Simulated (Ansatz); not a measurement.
# Si: the cost of one run

Method: DFT PBE, scalar-relativistic, plane waves, PAW, in Ansatz 0.2.0.

## 1. Starting point

Symmetry: Fd-3m, No. 227, cubic system. The conventional cell has a = 5.444 Å, b = 5.444 Å, c = 5.444 Å, α = 90.00°, β = 90.00°, γ = 90.00°. Si (site symmetry -43m) has 4 Si at 2.36 Å as nearest neighbours.

As a file:

```
Si
1.0
     0.00000    2.72185    2.72185
     2.72185    0.00000    2.72185
     2.72185    2.72185    0.00000
Si
2
Cartesian
  4.0828 4.0828 4.0828
  2.7219 2.7219 2.7219
```

Source of the structure: the Materials Project (structure only).

(A quick probe on a coarse mesh, which set the mesh and smearing, is not shown.)

## 3. The relaxation

File input.yaml:

```yaml
crystal:
  lattice:
    - [0.0, 2.72185119, 2.72185119]
    - [2.72185119, 0.0, 2.72185119]
    - [2.72185119, 2.72185119, 0.0]
  atoms:
    - { symbol: Si, position: [0.75, 0.75, 0.75] }
    - { symbol: Si, position: [0.5, 0.5, 0.5] }
basis:
  ecutwfc: 420
kpoints:
  mp_grid: { grid: [8, 8, 8] }
hamiltonian:
  xc: pbe
scf:
  occupations: { method: gaussian, width: 0.02 }
output:
  forces: true
  stress: true
  eigenvalues: true
relax:
  adjacent_minimum: "off"
  f_tol: 0.005
  max_steps: 80
  cell: { stress_tol: 0.05 }
```

Launch:

```
$ ansatz run input.yaml --threads 4 --pin off --max-ram 10240MiB --backend cpu --events-out ev --progress --plain --runs-dir out
```

What time and memory should one allow on 4 threads of Arm Neoverse V1, shared host?

About 1.2 s, with a peak of 0.28 GiB.
